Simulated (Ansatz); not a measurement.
This Ansatz 0.2.0 run on In3As needs a look.

The input input.yaml:

```yaml
crystal:
  lattice:
    - [4.671681, 0.0, 0.0]
    - [0.0, 4.671681, 0.0]
    - [0.0, 0.0, 4.671681]
  atoms:
    - { symbol: In, position: [0.5, 0.5, 0.0] }
    - { symbol: In, position: [0.5, 0.0, 0.5] }
    - { symbol: In, position: [0.0, 0.5, 0.5] }
    - { symbol: As, position: [0.0, 0.0, 0.0] }
hamiltonian:
  xc: pbesol
  pseudopotentials: { kind: paw }
kpoints:
  mp_grid: { grid: [6, 6, 6] }
scf:
  occupations: { method: fermi_dirac, width: 0.05 }
  mixing_beta: 0.3
  max_iter: 60
output:
  forces: true
  stress: true
  eigenvalues: true
relax:
  f_tol: 0.01
  max_steps: 40
  cell: { stress_tol: 0.05 }
```

Potentials or basis: Ansatz PAW.

Command:

```sh
$ ansatz run input.yaml --threads 2 --pin off --max-ram 5632MiB --backend cpu --events-out ev --progress --plain --runs-dir out
```

Output:

```text
Error: YAML parse error: error: line 18 column 3: unknown field `mixing_beta`, expected one of max_iter, algorithm, n_extra_bands, self_checks, convergence, lower_state_search, omitted_lower_state_checks, lower_solution_reach, mixing, occupations, eigensolver, initial_density, exx
  --> <input>:18:3
   |
16 | scf:
17 |   occupations: { method: fermi_dirac, width: 0.05 }
18 |   mixing_beta: 0.3
   |   ^ unknown field `mixing_beta`, expected one of max_iter, algorithm, n_extra_bands, self_checks, convergence, lower_state_search, omitted_lower_state_checks, lower_solution_reach, mixing, occupations, eigensolver, initial_density, exx
19 |   max_iter: 60
20 | output:
   |
```

Problem. What happened, and what is wrong with the input?

Solution. The input was rejected before any iteration. The input holds a flaw that was put in on purpose: a keyword of another program (scf.mixing_beta = 0.3).

A sound run on the same cell differs in these lines of the main input:
```diff
@@ -18,2 +17,0 @@
-  mixing_beta: 0.3
-  max_iter: 60
```
